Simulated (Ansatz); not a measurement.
**Al2GaH6N: up Jacob's ladder to CCSD(T)**

An exercise on one series of results from a longer session: the logs are not shown, and one member is left open.

Method: functionals in def2-TZVPP, the program's frozen cores in correlated methods; program: Ansatz 0.2.0, Gaussian basis.

Plan: LDA (SPW92), PBE-D4, revPBE-D4, BLYP-D4, r2SCAN-D4, B97M-V, PBE0-D4, B3LYP-D4, r2SCANh-D4, r2SCAN0-D4, HSE06-D4, BHLYP-D4, CAM-B3LYP-D4, LC-ωPBE, ωB97X-V, ωB97M-V, B2PLYP, PBE-QIDH; CCSD(T)/def2-SVP; CCSD(T)/def2-TZVPP; MP2/def2-QZVPP; extrapolation to the limit; RPA on PBE.

### The relaxed structure

All runs share one geometry, relaxed beforehand with PBE0-D4 in a triple-zeta def2 set.

SMILES `[NH2][Al]([AlH2])[GaH2]`, 10 atoms, charge 0, spin multiplicity 1.

Atoms are counted from 1 here; the program's logs count them from 0.

Bond lengths: N1–Al2 1.779 Å, N1–H5 1.008 Å, N1–H6 1.008 Å, Al2–Al3 2.609 Å, Al2–Ga4 2.526 Å, Al3–H7 1.597 Å, Al3–H8 1.599 Å, Ga4–H9 1.584 Å, Ga4–H10 1.584 Å. Angles: Al2–N1–H5 123.9°, Al2–N1–H6 126.2°, H5–N1–H6 109.8°, N1–Al2–Al3 114.2°, N1–Al2–Ga4 117.8°, Al3–Al2–Ga4 128.0°, Al2–Al3–H7 122.7°, Al2–Al3–H8 121.8°, H7–Al3–H8 115.6°, Al2–Ga4–H9 123.1°, Al2–Ga4–H10 123.3°, H9–Ga4–H10 113.5°.

The first run:

Contents of in.yaml:

```yaml
crystal:
  periodic: [false, false, false]
  atoms:
    - {symbol: N, position_ang: [-1.687254, 0.389409, -0.920638]}
    - {symbol: Al, position_ang: [-0.146790, 0.082743, -0.084803]}
    - {symbol: Al, position_ang: [0.297647, -2.431968, 0.448416]}
    - {symbol: Ga, position_ang: [1.326003, 2.067063, 0.436844]}
    - {symbol: H, position_ang: [-2.346739, -0.332108, -1.167562]}
    - {symbol: H, position_ang: [-2.033999, 1.286756, -1.220434]}
    - {symbol: H, position_ang: [1.690209, -2.957433, 1.026925]}
    - {symbol: H, position_ang: [-0.818882, -3.552050, 0.213397]}
    - {symbol: H, position_ang: [1.284708, 2.835192, 1.821789]}
    - {symbol: H, position_ang: [2.435087, 2.612397, -0.553946]}
basis:
  gaussian: {orbitals: def2-TZVPP}
hamiltonian: {xc: lda}
output: {orbitals: {seedname: orbitals}}
```

Run with:

```
> ansatz run in.yaml --threads 4 --pin off --events-out ev --progress --plain --max-ram 10444MiB
```

Steps of the session up to this table: LDA; PBE-D4 (GGA); revPBE-D4 (GGA); BLYP-D4 (GGA); r2SCAN-D4 (meta-GGA); B97M-V (meta-GGA); PBE0-D4 (hybrid); B3LYP-D4 (hybrid); r2SCANh-D4 (hybrid); r2SCAN0-D4 (hybrid); HSE06-D4 (hybrid); BHLYP-D4 (hybrid); CAM-B3LYP-D4 (range-separated); LC-ωPBE (range-separated); ωB97X-V (range-separated); ωB97M-V (range-separated); B2PLYP (double hybrid); PBE-QIDH (double hybrid).

One of the session's tables, all rows but one given; the rest of the session is left out.

It belongs to the step «Frontier levels by functional». 

```
  functional  HOMO (eV)  LUMO (eV)  gap (eV)
 LDA (SPW92)      -5.39      -3.36      2.03
      PBE-D4      -5.30      -3.17      2.13
   revPBE-D4      -5.26      -3.09      2.17
     BLYP-D4      -5.15      -3.01      2.14
   r2SCAN-D4      -5.49      -3.03      2.46
      B97M-V      -5.53      -3.20      2.33
     PBE0-D4      -6.22      -2.46      3.76
    B3LYP-D4          ?          ?         ?
  r2SCANh-D4      -5.83      -2.77      3.06
  r2SCAN0-D4      -6.34      -2.40      3.94
    HSE06-D4      -5.84      -2.83      3.01
    BHLYP-D4      -7.03      -1.67      5.37
CAM-B3LYP-D4      -7.37      -1.48      5.89
     LC-ωPBE      -8.59      -0.50      8.09
     ωB97X-V      -8.30      -0.58      7.72
     ωB97M-V      -8.04      -0.80      7.24
```

Q: Estimate the row for B3LYP-D4 from the others.

Worked estimate for «HOMO (eV)». Against the share of exact exchange, BLYP-D4 (0, -5.15), BHLYP-D4 (0.5, -7.03) give a slope of -3.76 per unit share; at 0.2 the line stands at -5.90.

**Answer.** HOMO (eV): -6.05; LUMO (eV): -2.61; gap (eV): 3.44. In «HOMO (eV)» the line misses by +0.15.
